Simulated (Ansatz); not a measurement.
# CSTe: a ladder of functionals and wavefunction methods

One table from this session's results is given with a row withheld; the runs are named, their logs left out.

Method: functionals in def2-TZVPP, the program's frozen cores in correlated methods; program: Ansatz 0.2.0, Gaussian basis.

Plan: LDA (SPW92), PBE-D4, revPBE-D4, BLYP-D4, r2SCAN-D4, B97M-V, PBE0-D4, B3LYP-D4, r2SCANh-D4, r2SCAN0-D4, HSE06-D4, BHLYP-D4, CAM-B3LYP-D4, LC-ωPBE, ωB97X-V, ωB97M-V, B2PLYP, PBE-QIDH; CCSD(T)/def2-SVP; CCSD(T)/def2-TZVPP; CCSD(T)/def2-QZVPP; extrapolation to the limit; RPA on PBE.

1 further run of the same task is left out (for a known fault of the program).

**The relaxed structure**

An earlier PBE0-D4 in a triple-zeta def2 set relaxation fixed the geometry. Te takes the def2 core potential; no spin-orbit term is included.

SMILES `S=C=[Te]`, 3 atoms, charge 0, spin multiplicity 1.

Atoms are counted from 1 here; the program's logs count them from 0.

Bond lengths: S1–C2 1.543 Å, C2–Te3 1.901 Å. Angles: S1–C2–Te3 180.0°.

Set-up of the first run:

The input, in.yaml:

```yaml
crystal:
  periodic: [false, false, false]
  atoms:
    - {symbol: S, position_ang: [1.297387, 0.678144, 0.787019]}
    - {symbol: C, position_ang: [0.093340, 0.048766, 0.056620]}
    - {symbol: Te, position_ang: [-1.390727, -0.726911, -0.843639]}
basis:
  gaussian: {orbitals: def2-TZVPP}
hamiltonian: {xc: lda}
output: {orbitals: {seedname: orbitals}}
```

On the command line:

```
> ansatz run in.yaml --threads 4 --pin off --events-out ev --progress --plain --max-ram 10444MiB
```

Among the steps run: LDA; PBE-D4 (GGA); revPBE-D4 (GGA); BLYP-D4 (GGA); r2SCAN-D4 (meta-GGA); B97M-V (meta-GGA); B3LYP-D4 (hybrid); r2SCANh-D4 (hybrid); r2SCAN0-D4 (hybrid); HSE06-D4 (hybrid); BHLYP-D4 (hybrid); CAM-B3LYP-D4 (range-separated); LC-ωPBE (range-separated); ωB97X-V (range-separated); ωB97M-V (range-separated); B2PLYP (double hybrid); PBE-QIDH (double hybrid).

One of the session's tables, all rows but one given; the rest of the session is left out.

It belongs to the step «Orbital energies across the functionals». 

```
  functional  HOMO (eV)  LUMO (eV)  gap (eV)
 LDA (SPW92)      -6.17      -3.17      3.00
      PBE-D4      -6.01      -3.00      3.01
   revPBE-D4      -5.96      -2.94      3.02
     BLYP-D4      -5.81      -2.84      2.97
   r2SCAN-D4      -6.24      -2.94      3.30
      B97M-V          ?          ?         ?
     PBE0-D4      -6.92      -2.31      4.60
    B3LYP-D4      -6.70      -2.46      4.24
  r2SCANh-D4      -6.58      -2.68      3.90
  r2SCAN0-D4      -7.08      -2.28      4.80
    HSE06-D4      -6.54      -2.68      3.86
    BHLYP-D4      -7.64      -1.46      6.18
CAM-B3LYP-D4      -7.96      -1.32      6.65
     LC-ωPBE      -9.14      -0.42      8.72
     ωB97X-V      -8.85      -0.40      8.45
     ωB97M-V      -8.73      -0.39      8.33
```

Estimate the missing values for B97M-V.

**Answer.** HOMO (eV): -6.14; LUMO (eV): -2.87; gap (eV): 3.27. In the column «HOMO (eV)» it lies between LDA (SPW92) (-6.17) and PBE-D4 (-6.01).
